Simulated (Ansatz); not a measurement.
**ZrN+ (triplet): the correlation ladder, def2-TZVPP**

An exercise on one series of results from a longer session: the logs are not shown, and one member is left open.

The runs use Ansatz 0.2.0, Gaussian basis; def2-TZVPP, core rule «outside noble gas», up to 5 orbitals frozen.

Plan: UHF; ROHF; CCSD(T) on UHF.

2 further runs of the same task are left out: 2 set aside as unsound or not needed.

### What is computed

The geometry is a PBE0/def2-TZVP stationary point (not a proven minimum) of the parent state, kept for this charge and spin. No spin-orbit coupling is included. Elements past krypton take def2 core potentials.

2 atoms, charge 1, spin multiplicity 3.

Atoms are counted from 1 here; the program's logs count them from 0.

Bond lengths: Zr1–N2 1.647 Å.

Geometry (Å):

```xyz
2
charge 1, multiplicity 3
Zr    0.0000    0.0000    0.0000
N     0.0000    0.0000    1.6470
```

Set-up of the first run:

in.yaml reads:

```yaml
crystal:
  periodic: [false, false, false]
  atoms:
    - {symbol: Zr, position_ang: [0.000000, 0.000000, 0.000000]}
    - {symbol: N, position_ang: [0.000000, 0.000000, 1.647000]}
basis:
  gaussian: {orbitals: def2-TZVPP}
total_charge: 1
magnetization: {spin_polarized: true, initial_magnetization: 2}
hamiltonian: {xc: hf}
output: {orbitals: {seedname: orbitals}}
```

On the command line:

```bash
$ ansatz run in.yaml --threads 1 --pin off --events-out ev --progress --plain --max-ram 4096MiB --backend cpu
```

Among the steps run: UHF; ROHF; CCSD(T) on UHF.

One table of the session follows, with a row left open; its other results are not shown here.

```
  method  from UCCSD(T) (kcal/mol)
    ROHF                         ?
     UHF                   +161.45
    UMP2                     +9.64
   UCCSD                     +9.31
UCCSD(T)                         0
```

Q: Estimate the row for ROHF from the others.

As computed: from UCCSD(T) (kcal/mol): +167.07. In the column «from UCCSD(T) (kcal/mol)» it is the highest.
